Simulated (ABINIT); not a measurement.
Mg3Te:

```
CELL_PARAMETERS angstrom
-2.13936 2.13936 5.28249
2.13936 -2.13936 5.28249
2.13936 2.13936 -5.28249
ATOMIC_POSITIONS crystal
Te 0.00000 0.00000 0.00000
Mg 0.25000 0.75000 0.50000
Mg 0.75000 0.25000 0.50000
Mg 0.50000 0.50000 0.00000
```

The cell comes from a database or a generator and needn't be the stable form of this composition.

```yaml
Program: ABINIT 10.8.3 (patched build)
Task: relaxation of cell and atoms
Functional: LDA
Potentials_or_basis: JTH PAW LDA v2.0
Cutoff: 517 eV
k_mesh: 8 × 8 × 8
Occupations: fermi-dirac, width 0.05 eV
Spin: no spin polarisation
```

At the start: pressure -2.3 GPa; volume 24.18 Å³/atom.

Q: Where does the relaxation end?

A: Over 9 steps the energy falls by 11.7 meV/atom and the volume is 22.64 Å³/atom (-6.4 %); space group I4/mmm (No. 139, to 0.05 Å).

The path:
| step | energy change (eV) | largest force (eV/Å) | pressure (GPa) | volume (Å³) |
| --- | --- | --- | --- | --- |
| 1 | 0.0000 | 0.0000 | -2.27 | 96.71 |
| 2 | -0.0090 | 0.0000 | -2.04 | 96.04 |
| 3 | -0.0431 | 0.0000 | 0.16 | 90.55 |
| 4 | -0.0434 | 0.0000 | -0.01 | 90.91 |
| 5 | -0.0435 | 0.0000 | -0.05 | 90.98 |
| 6 | -0.0450 | 0.0000 | -0.24 | 91.25 |
| 7 | -0.0462 | 0.0000 | -0.27 | 91.15 |
| 8 | -0.0468 | 0.0000 | -0.14 | 90.75 |
| 9 | -0.0470 | 0.0000 | -0.04 | 90.55 |

Final structure:
```
Te Mg
1.0
    -2.11578    2.11578    5.05669
     2.11578   -2.11578    5.05669
     2.11578    2.11578   -5.05669
Te Mg
1 3
Direct
  0.00000 0.00000 0.00000
  0.25000 0.75000 0.50000
  0.75000 0.25000 0.50000
  0.50000 0.50000 0.00000
```
